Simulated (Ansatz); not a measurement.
# One shape, several levels: triplet InClF2

Wanted: a comparison of 6 runs (U-wB97X/def2-SVP, UB2PLYP/def2-SVP, RPA@PBE0/def2-SVP, UMP2/def2-SVP, UCCSD/def2-SVP, UCCSD(T)/def2-SVP) of triplet InClF2. 

The results are computed with Ansatz 0.2.0.

54 further runs of the same task are left out: 3 that didn't finish, 51 set aside as unsound or not needed.

**1. The structure to begin with**

InClF2: 4 atoms, total charge 0, spin state triplet. SMILES of the parent species: `[F][In]([F])[Cl]`. The coordinates come from a PBE0-D4/def2-TZVP relaxation. That shape belongs to the parent species and isn't relaxed for this state.

Bond lengths: F1–In2 1.923 Å, In2–F3 1.923 Å, In2–Cl4 2.277 Å. Angles: F1–In2–F3 114.8°, F1–In2–Cl4 122.6°, F3–In2–Cl4 122.6°.

**2. A single-point energy at U-wB97X/def2-SVP (core potential) (run 1)**

The input, molecule.yaml:

```yaml
crystal:
  periodic: [false, false, false]
  atoms:
    - {symbol: F, position_ang: [0.588200, 0.614600, 1.749600]}
    - {symbol: In, position_ang: [0.046700, -0.040500, 0.025100]}
    - {symbol: F, position_ang: [0.831500, -1.720700, -0.482100]}
    - {symbol: Cl, position_ang: [-1.410900, 1.086300, -1.312800]}
basis:
  gaussian:
    orbitals: def2-SVP
magnetization:
  spin_polarized: true
  initial_magnetization: 2
hamiltonian:
  xc: {name: wB97X}
accuracy: high
output:
  orbitals: {seedname: orbitals}
```

The run is started by

```sh
$ ansatz run molecule.yaml --threads 1 --pin off --max-ram 3480MiB --events-out events.jsonl --progress --plain --runs-dir runs
```

The log of the run:

```text
Warning: RAYON_NUM_THREADS=1 ignored (pool sized by the plan → 1); use --threads N
Functional definition: wB97X
  name "wB97X"
  parameter omega = 0.3/bohr
  parameter cx = 0.157706
  parameter cx1 = 0.726479
  parameter cx2 = 1.04760
  parameter cx3 = -5.70635
  parameter cx4 = 13.2794
  parameter css1 = -4.33879
  parameter css2 = 18.2308
  parameter css3 = -31.7430
  parameter css4 = 17.2901
  parameter cos1 = 2.37031
  parameter cos2 = -11.3995
  parameter cos3 = 6.58405
  parameter cos4 = -3.78132
  exchange = spin_sum(e_x_unif_sr(omega)*poly(b97_u_x, 1 - cx, cx1, cx2, cx3, cx4)) + cx*exact_x_sr(omega)
      + exact_x_lr(omega)
  correlation = spin_sum(e_c_pw_same_spin*poly(b97_u_same, 1, css1, css2, css3, css4))
      + integral(e_c_pw_opposite_spin*poly(b97_u_opposite, 1, cos1, cos2, cos3, cos4))
1486 factors; integrals over basis functions are off by at most 3.0e-9 eV
307 factors; integrals over basis functions are off by at most 1.2e-9 eV
mean field evaluation 1: about -23112.1244 eV, gradient 4.0e1 eV
mean field evaluation 2: about -23092.8581 eV, gradient 8.3e1 eV
mean field evaluation 4: about -23118.4407 eV, gradient 2.1e0 eV
mean field evaluation 8: about -23118.5276 eV, gradient 2.8e-1 eV
mean field evaluation 16: about -23118.5336 eV, gradient 2.3e-2 eV
mean field evaluation 32: about -23118.5337 eV, gradient 3.0e-4 eV
mean field evaluation 64: about -23118.5337 eV, gradient 1.0e-7 eV
mean field -23118.53370272 eV, -849.5904432700 hartree, gradient 6.8e-8 eV, S^2 2.009633; 6 other end points of the search recorded, 0 dependent functions left out
reference -23118.53369920 eV, -849.5904431408 hartree; 29, 27 occupied and 43, 45 virtual orbitals, 1486 factors
Total energy: -23118.53369920 eV, -849.5904431408 hartree
```

It took 1.8 min on 1 thread of Arm Neoverse V2, shared host; peak memory 0.77 GiB.

**3. A single-point energy at UB2PLYP/def2-SVP (core potential) (run 2)**

The input, in.yaml:

```yaml
crystal:
  periodic: [false, false, false]
  atoms:
    - {symbol: F, position_ang: [0.588200, 0.614600, 1.749600]}
    - {symbol: In, position_ang: [0.046700, -0.040500, 0.025100]}
    - {symbol: F, position_ang: [0.831500, -1.720700, -0.482100]}
    - {symbol: Cl, position_ang: [-1.410900, 1.086300, -1.312800]}
basis:
  gaussian: {orbitals: def2-SVP}
magnetization: {spin_polarized: true, initial_magnetization: 2}
hamiltonian: {xc: {name: B2PLYP}}
correlation: {frozen_orbitals: {Cl: 5, F: 1, In: 4}}
accuracy: high
output: {orbitals: {seedname: orbitals}}
```

The run is started by

```sh
$ ansatz run in.yaml --threads 1 --pin off --max-ram 3480MiB --events-out events.jsonl --progress --plain --runs-dir runs
```

The log of the run, cut to the lines that bear on the results:

```text
Warning: RAYON_NUM_THREADS=1 ignored (pool sized by the plan → 1); use --threads N
Functional definition: B2PLYP
  name "B2PLYP"
[...]
1486 factors; integrals over basis functions are off by at most 3.0e-9 eV
[...]
mean field -23098.31800261 eV, -848.8475299936 hartree, gradient 7.9e-8 eV, S^2 2.009338; 6 other end points of the search recorded, 0 dependent functions left out
11 core orbitals not correlated: weight in the atoms' cores, before any rotation towards them, 1.000 or more for the frozen orbitals, at most 0.000 for the correlated occupied ones
reference -23098.31802675 eV, -848.8475308806 hartree; 18, 16 occupied and 43, 45 virtual orbitals, 1486 factors
second order -19.18070064 eV of doubles, -0.00000000 eV of singles
Total energy: -23103.49681592 eV, -849.0378478724 hartree
```

Run time: 34 s. Hardware: 1 thread of Arm Neoverse V2, shared host; peak memory 0.45 GiB.

**4. A single-point energy at RPA@PBE0/def2-SVP (core potential) (run 3)**

The input, input.yaml:

```yaml
crystal:
  periodic: [false, false, false]
  atoms:
    - symbol: F
      position_ang: [0.588200, 0.614600, 1.749600]
    - symbol: In
      position_ang: [0.046700, -0.040500, 0.025100]
    - symbol: F
      position_ang: [0.831500, -1.720700, -0.482100]
    - symbol: Cl
      position_ang: [-1.410900, 1.086300, -1.312800]
basis:
  gaussian:
    orbitals: def2-SVP
magnetization:
  spin_polarized: true
  initial_magnetization: 2
hamiltonian:
  xc: {name: PBE0}
correlation:
  method: rpa
  frozen_orbitals: {Cl: 5, F: 1, In: 4}
accuracy: high
```

The run is started by

```sh
$ ansatz run input.yaml --threads 1 --pin off --max-ram 3480MiB --events-out events.jsonl --progress --plain --runs-dir runs
```

The log of the run, cut to the lines that bear on the results:

```text
Warning: RAYON_NUM_THREADS=1 ignored (pool sized by the plan → 1); use --threads N
Functional definition: PBE0
  name "PBE0"
[...]
1486 factors; integrals over basis functions are off by at most 3.0e-9 eV
[...]
mean field -23109.83076878 eV, -849.2706163469 hartree, gradient 6.9e-8 eV, S^2 2.006869; 8 other end points of the search recorded, 0 dependent functions left out
11 core orbitals not correlated: weight in the atoms' cores, before any rotation towards them, 1.000 or more for the frozen orbitals, at most 0.000 for the correlated occupied ones
reference -23050.77573350 eV, -847.1003838291 hartree; 18, 16 occupied and 43, 45 virtual orbitals, 1486 factors
Total energy: -23073.82700059 eV, -847.9475022700 hartree
```

Run time: 36 s. Hardware: 1 thread of Arm Neoverse V2, shared host; peak memory 0.45 GiB.

Runs 4 to 5 aren't shown in full; the table further down has their settings and results.

**5. A single-point energy at UCCSD(T)/def2-SVP (core potential) (run 6)**

The input, in.yaml:

```yaml
crystal:
  periodic: [false, false, false]
  atoms:
    - {symbol: F, position_ang: [0.588200, 0.614600, 1.749600]}
    - {symbol: In, position_ang: [0.046700, -0.040500, 0.025100]}
    - {symbol: F, position_ang: [0.831500, -1.720700, -0.482100]}
    - {symbol: Cl, position_ang: [-1.410900, 1.086300, -1.312800]}
basis:
  gaussian:
    orbitals: def2-SVP
magnetization:
  spin_polarized: true
  initial_magnetization: 2
correlation:
  method: ccsd_t
  frozen_orbitals: {Cl: 5, F: 1, In: 4}
accuracy: high
scf:
  omitted_lower_state_checks: [cluster_reference, increment]
```

The run is started by

```sh
$ ansatz run in.yaml --threads 1 --pin off --max-ram 3480MiB --events-out events.jsonl --progress --plain --runs-dir runs
```

The log of the run, cut to the lines that bear on the results:

```text
Warning: RAYON_NUM_THREADS=1 ignored (pool sized by the plan → 1); use --threads N
Functional definition: HF
  name "HF"
[...]
1486 factors; integrals over basis functions are off by at most 3.0e-9 eV
[...]
mean field -23052.74597637 eV, -847.1727889193 hartree, gradient 2.9e-8 eV, S^2 2.012367; 10 other end points of the search recorded, 0 dependent functions left out
11 core orbitals not correlated: weight in the atoms' cores, before any rotation towards them, 1.000 or more for the frozen orbitals, at most 0.000 for the correlated occupied ones
reference -23052.74597637 eV, -847.1727889193 hartree; 18, 16 occupied and 43, 45 virtual orbitals, 1486 factors
second order -15.47228237 eV of doubles, -0.00000000 eV of singles
cycle   1  -15.54974060 eV  change   -7.7e-2 eV  update   1.2e-1
[...]
cycle  36  -16.06030510 eV  change  -7.6e-10 eV  update   2.0e-9
perturbative correction -0.30888760 eV, -0.0113514100 hartree
Total energy: -23069.11516908 eV, -847.7743456558 hartree
Checks for a lower state left out: cluster_reference, increment
```

It took 55 s on 1 thread of Arm Neoverse V2, shared host; peak memory 0.58 GiB.

**6. All runs side by side**

| run | level | frozen core orbitals | energy (Eh) | ⟨S²⟩ | wall time |
| --- | --- | --- | --- | --- | --- |
| 1 | U-wB97X/def2-SVP (core potential) | – | -849.590443 | 2.010 | 1.8 min |
| 2 | UB2PLYP/def2-SVP (core potential) | 11 | -849.037848 | 2.009 | 34 s |
| 3 | RPA@PBE0/def2-SVP (core potential) | 11 | -847.947502 | 2.007 | 36 s |
| 4 | UMP2/def2-SVP (core potential) | 11 | -847.741385 | 2.012 | 8.7 s |
| 5 | UCCSD/def2-SVP (core potential) | 11 | -847.762994 | 2.012 | 45 s |
| 6 | UCCSD(T)/def2-SVP (core potential) | 11 | -847.774346 | 2.012 | 55 s |

**7. Outcome**

```
                                           quantity          value
                                run 6: total energy  -847.77435 Eh
run 6: correlation energy (11 core orbitals frozen)     -601.6 mEh
                              run 6: (T) correction     -11.35 mEh
           run 6: ⟨S²⟩ of the reference determinant          2.012
                               run 6: T1 diagnostic          0.020
```

Totals of different functionals can't be ranked against each other. All runs together took 4.7 min, the longest 1.8 min.
